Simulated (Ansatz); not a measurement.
# doublet SiHCl2OF+ at 6 levels

We compute a comparison of 6 runs (U-r2SCAN/def2-SVP, UPBE-QIDH/def2-SVP, USVWN5/def2-SVP, UB3LYP/6-31G*, RPA@PBE0/def2-SVP, UMP2/def2-SVP) of doublet SiHCl2OF+. 

Program for the calculation: Ansatz 0.2.0.

126 further runs of the same task are left out: 126 set aside as unsound or not needed.

## Step 1: The molecule

SiHCl2OF+ has 6 atoms, charge +1, and is taken as a doublet. As SMILES of the parent species, `O[Si](F)(Cl)Cl`. The coordinates come from a PBE0-D4/def2-TZVP relaxation. This is one conformer, not always the lowest. That shape belongs to the parent species and isn't relaxed for this state.

Bond lengths: O1–Si2 1.612 Å, Si2–F3 1.579 Å, Si2–Cl4 2.026 Å, Si2–Cl5 2.011 Å, O1–H6 0.959 Å. Angles: O1–Si2–F3 111.1°, O1–Si2–Cl4 111.7°, O1–Si2–Cl5 107.8°, F3–Si2–Cl4 106.6°, F3–Si2–Cl5 108.3°, Cl4–Si2–Cl5 111.3°, Si2–O1–H6 118.9°.

## Step 2: The energy at U-r2SCAN/def2-SVP (run 1)

File in.yaml:

```yaml
basis:
  gaussian:
    orbitals: def2-SVP
crystal:
  periodic: [false, false, false]
  atoms:
    - {symbol: O, position_ang: [-0.507700, 0.453700, 1.122500]}
    - {symbol: Si, position_ang: [0.219500, 0.013400, -0.247400]}
    - {symbol: F, position_ang: [1.583200, -0.726700, 0.044400]}
    - {symbol: Cl, position_ang: [-0.921300, -1.272900, -1.319600]}
    - {symbol: Cl, position_ang: [0.618000, 1.683900, -1.294500]}
    - {symbol: H, position_ang: [-0.949600, -0.215500, 1.648500]}
total_charge: 1
magnetization:
  spin_polarized: true
  initial_magnetization: 1
hamiltonian:
  xc: {name: r2SCAN}
accuracy: high
output: {orbitals: {seedname: orbitals}}
```

Run with:

```sh
ansatz run in.yaml --threads 1 --pin off --max-ram 3480MiB --events-out events.jsonl --progress --plain --runs-dir runs
```

Log:

```text
Warning: RAYON_NUM_THREADS=1 ignored (pool sized by the plan → 1); use --threads N
Functional definition: r2SCAN
  name "r2SCAN"
  parameter k0 = 0.174
  parameter k1 = 0.065
  parameter a1 = 4.9479
  exchange = r2scan_x(k0 = k0, k1 = k1, a1 = a1)
  correlation = r2scan_c
1702 factors; integrals over basis functions are off by at most 3.7e-9 eV
mean field evaluation 1: about -37666.8559 eV, gradient 5.9e1 eV
mean field evaluation 2: about -37592.7776 eV, gradient 1.4e2 eV
mean field evaluation 4: about -37672.2859 eV, gradient 3.4e1 eV
mean field evaluation 8: about -37678.8488 eV, gradient 2.4e0 eV
mean field evaluation 16: about -37678.9085 eV, gradient 3.1e-2 eV
mean field evaluation 32: about -37678.9085 eV, gradient 5.6e-7 eV
mean field evaluation 64: about -37678.8089 eV, gradient 5.9e-1 eV
mean field -37678.90849723 eV, -1384.6743475917 hartree, gradient 5.8e-8 eV, S^2 0.753174; 8 other end points of the search recorded, 0 dependent functions left out
reference -37678.90849845 eV, -1384.6743476365 hartree; 33, 32 occupied and 54, 55 virtual orbitals, 1702 factors
Total energy: -37678.90849845 eV, -1384.6743476365 hartree
```

Wall time 28 s (1 thread of AMD EPYC 9R45 (Zen 5), shared host); peak memory 0.45 GiB.

## Step 3: A single-point energy at UPBE-QIDH/def2-SVP (run 2)

File job.yaml:

```yaml
crystal:
  periodic: [false, false, false]
  atoms:
    - symbol: O
      position_ang: [-0.507700, 0.453700, 1.122500]
    - symbol: Si
      position_ang: [0.219500, 0.013400, -0.247400]
    - symbol: F
      position_ang: [1.583200, -0.726700, 0.044400]
    - symbol: Cl
      position_ang: [-0.921300, -1.272900, -1.319600]
    - symbol: Cl
      position_ang: [0.618000, 1.683900, -1.294500]
    - symbol: H
      position_ang: [-0.949600, -0.215500, 1.648500]
basis:
  gaussian: {orbitals: def2-SVP}
magnetization: {spin_polarized: true, initial_magnetization: 1}
total_charge: 1
accuracy: high
output: {orbitals: {seedname: orbitals}}
correlation: {frozen_orbitals: {Cl: 5, F: 1, H: 0, O: 1, Si: 5}}
hamiltonian: {xc: {name: PBE-QIDH}}
```

Run with:

```sh
ansatz run job.yaml --threads 1 --pin off --max-ram 3480MiB --events-out events.jsonl --progress --plain --runs-dir runs
```

Log, shortened:

```text
Warning: RAYON_NUM_THREADS=1 ignored (pool sized by the plan → 1); use --threads N
Functional definition: PBE-QIDH
  name "PBE-QIDH"
[...]
1702 factors; integrals over basis functions are off by at most 3.7e-9 eV
[...]
mean field -37649.05569135 eV, -1383.5772772106 hartree, gradient 1.0e-7 eV, S^2 0.768120; 7 other end points of the search recorded, 0 dependent functions left out
17 core orbitals not correlated: weight in the atoms' cores, before any rotation towards them, 1.000 or more for the frozen orbitals, at most 0.000 for the correlated occupied ones
reference -37649.05569212 eV, -1383.5772772390 hartree; 16, 15 occupied and 54, 55 virtual orbitals, 1702 factors
second order -22.11735734 eV of doubles, -0.00000000 eV of singles
Total energy: -37656.42814457 eV, -1383.8482098692 hartree
```

Run time: 29 s. Hardware: 1 thread of AMD EPYC 9R45 (Zen 5), shared host; peak memory 0.46 GiB.

## Step 4: A single-point energy at USVWN5/def2-SVP (run 3)

File in.yaml:

```yaml
crystal:
  periodic: [false, false, false]
  atoms:
    - symbol: O
      position_ang: [-0.507700, 0.453700, 1.122500]
    - symbol: Si
      position_ang: [0.219500, 0.013400, -0.247400]
    - symbol: F
      position_ang: [1.583200, -0.726700, 0.044400]
    - symbol: Cl
      position_ang: [-0.921300, -1.272900, -1.319600]
    - symbol: Cl
      position_ang: [0.618000, 1.683900, -1.294500]
    - symbol: H
      position_ang: [-0.949600, -0.215500, 1.648500]
basis:
  gaussian:
    orbitals: def2-SVP
total_charge: 1
magnetization:
  spin_polarized: true
  initial_magnetization: 1
hamiltonian:
  xc: {name: SVWN5}
accuracy: high
output:
  orbitals: {seedname: orbitals}
```

Run with:

```sh
ansatz run in.yaml --threads 1 --pin off --max-ram 3480MiB --events-out events.jsonl --progress --plain --runs-dir runs
```

Log:

```text
Warning: RAYON_NUM_THREADS=1 ignored (pool sized by the plan → 1); use --threads N
Functional definition: SVWN5
  name "SVWN5"
  exchange = slater_x
  correlation = vwn5_c
1702 factors; integrals over basis functions are off by at most 3.7e-9 eV
mean field evaluation 1: about -37525.9446 eV, gradient 6.3e1 eV
mean field evaluation 2: about -37411.3378 eV, gradient 1.6e2 eV
mean field evaluation 4: about -37532.3113 eV, gradient 3.6e1 eV
mean field evaluation 8: about -37538.4706 eV, gradient 1.4e1 eV
mean field evaluation 16: about -37539.8106 eV, gradient 2.6e-4 eV
mean field evaluation 32: about -37539.7162 eV, gradient 1.2e0 eV
mean field evaluation 64: about -37539.6052 eV, gradient 9.8e-1 eV
mean field -37539.81058939 eV, -1379.5625937625 hartree, gradient 1.7e-8 eV, S^2 0.750994; 8 other end points of the search recorded, 0 dependent functions left out
reference -37539.81059185 eV, -1379.5625938530 hartree; 33, 32 occupied and 54, 55 virtual orbitals, 1702 factors
Total energy: -37539.81059185 eV, -1379.5625938530 hartree
```

It took 6.6 s on 1 thread of AMD EPYC 9R45 (Zen 5), shared host; peak memory 0.26 GiB.

Runs 4 to 5 aren't shown in full; the table further down has their settings and results.

## Step 5: A single-point energy at UMP2/def2-SVP (run 6)

job.yaml: that of step 3 with these lines changed.

```diff
@@ -17,7 +17,5 @@
   gaussian: {orbitals: def2-SVP}
+total_charge: 1
 magnetization: {spin_polarized: true, initial_magnetization: 1}
-total_charge: 1
+correlation: {method: mp2, frozen_orbitals: {Cl: 5, F: 1, H: 0, O: 1, Si: 5}}
 accuracy: high
-output: {orbitals: {seedname: orbitals}}
-correlation: {frozen_orbitals: {Cl: 5, F: 1, H: 0, O: 1, Si: 5}}
-hamiltonian: {xc: {name: PBE-QIDH}}
```

Run with:

```sh
ansatz run job.yaml --threads 1 --pin off --max-ram 3480MiB --events-out events.jsonl --progress --plain --runs-dir runs
```

Log, shortened:

```text
Warning: RAYON_NUM_THREADS=1 ignored (pool sized by the plan → 1); use --threads N
Functional definition: HF
  name "HF"
[...]
1702 factors; integrals over basis functions are off by at most 3.7e-9 eV
[...]
mean field -37608.36657254 eV, -1382.0819796746 hartree, gradient 2.6e-8 eV, S^2 0.758803; 11 other end points of the search recorded, 0 dependent functions left out
17 core orbitals not correlated: weight in the atoms' cores, before any rotation towards them, 1.000 or more for the frozen orbitals, at most 0.000 for the correlated occupied ones
reference -37608.36657254 eV, -1382.0819796746 hartree; 16, 15 occupied and 54, 55 virtual orbitals, 1702 factors
second order -19.09388713 eV of doubles, -0.00000000 eV of singles
Total energy: -37627.46045968 eV, -1382.7836670843 hartree
```

It took 14 s on 1 thread of AMD EPYC 9R45 (Zen 5), shared host; peak memory 0.53 GiB.

## Step 6: The series

```csv
run,level,frozen core orbitals,Cartesian functions,energy (Eh),HOMO energy (eV),⟨S²⟩,wall time
1,U-r2SCAN/def2-SVP,–,no,-1384.674348,-14.87,0.753,28 s
2,UPBE-QIDH/def2-SVP,17,no,-1383.848210,-17.53,0.768,29 s
3,USVWN5/def2-SVP,–,no,-1379.562594,-14.56,0.751,6.6 s
4,UB3LYP/6-31G* (Cartesian functions),–,yes,-1385.326700,-15.52,0.754,21 s
5,RPA@PBE0/def2-SVP,17,no,-1383.065066,–,0.755,23 s
6,UMP2/def2-SVP,17,no,-1382.783667,–,0.759,14 s
```

## Step 7: Outcome

```
                                           quantity           value
                                run 6: total energy  -1382.78367 Eh
run 6: correlation energy (17 core orbitals frozen)      -701.7 mEh
           run 6: ⟨S²⟩ of the reference determinant           0.759
```

**Reading.** Totals of different functionals can't be ranked against each other. All runs together took 2 min, the longest 29 s.
